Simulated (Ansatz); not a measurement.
# ZnO (zincite): the cost of one run

Program: Ansatz 0.2.0. Level of theory: DFT LDA, scalar-relativistic, plane waves, PAW. These are calculated values, not measurements.

1 further run of the same task is left out (set aside as unsound or not needed).

## (1) The starting structure

Symmetry: P6_3mc, No. 186, hexagonal system. Conventional cell: a = 3.187 Å, b = 3.187 Å, c = 5.153 Å, α = 90.00°, β = 90.00°, γ = 120.00°. Zn (site symmetry 3m) is surrounded by 4 O at 1.94 to 1.95 Å. O (site symmetry 3m) has 4 Zn at 1.94 to 1.95 Å as nearest neighbours.

Coordinates:

```cif
data_structure
_symmetry_space_group_name_H-M 'P 1'
_symmetry_Int_Tables_number 1
_cell_length_a 3.1869
_cell_length_b 3.1869
_cell_length_c 5.1534
_cell_angle_alpha 90.000
_cell_angle_beta 90.000
_cell_angle_gamma 120.000
_cell_volume 45.33
loop_
_atom_site_label
_atom_site_type_symbol
_atom_site_fract_x
_atom_site_fract_y
_atom_site_fract_z
_atom_site_occupancy
Zn1 Zn 0.33333 0.66667 0.50034 1
Zn2 Zn 0.66667 0.33333 0.00034 1
O1 O 0.66667 0.33333 0.37867 1
O2 O 0.33333 0.66667 0.87867 1
```

It is the result of an earlier relaxation at this level (volume 11.33 Å³/atom; gap on the mesh: 0.80 eV).

## (2) Band edges and mean potential of the bulk

The input, input.yaml:

```yaml
crystal:
  lattice:
    - [3.1868519158, 0.0, 0.0]
    - [-1.5934259579, 2.7598947172, 0.0]
    - [0.0, 0.0, 5.1534131039]
  atoms:
    - { symbol: Zn, position: [0.3333333333, 0.6666666667, 0.5003362527] }
    - { symbol: Zn, position: [0.6666666667, 0.3333333333, 0.0003362527] }
    - { symbol: O, position: [0.6666666667, 0.3333333333, 0.3786737473] }
    - { symbol: O, position: [0.3333333333, 0.6666666667, 0.8786737473] }
basis:
  ecutwfc: 420
kpoints:
  mp_grid: { grid: [9, 9, 6] }
  band_path: { path: [VBM, CBM], npoints: 2 }
hamiltonian:
  xc: lda
scf:
  occupations: { method: gaussian, width: 0.02 }
output:
  forces: true
  stress: true
  eigenvalues: true
```

Launch:

```bash
> ansatz run input.yaml --threads 2 --pin off --max-ram 5120MiB --backend cpu --events-out ev --progress --plain --runs-dir out
```

**Question.** How long does this run take on 2 threads of Arm Neoverse V1, shared host, and how much memory does it need?

About 4.4 s, with a peak of 0.34 GiB.
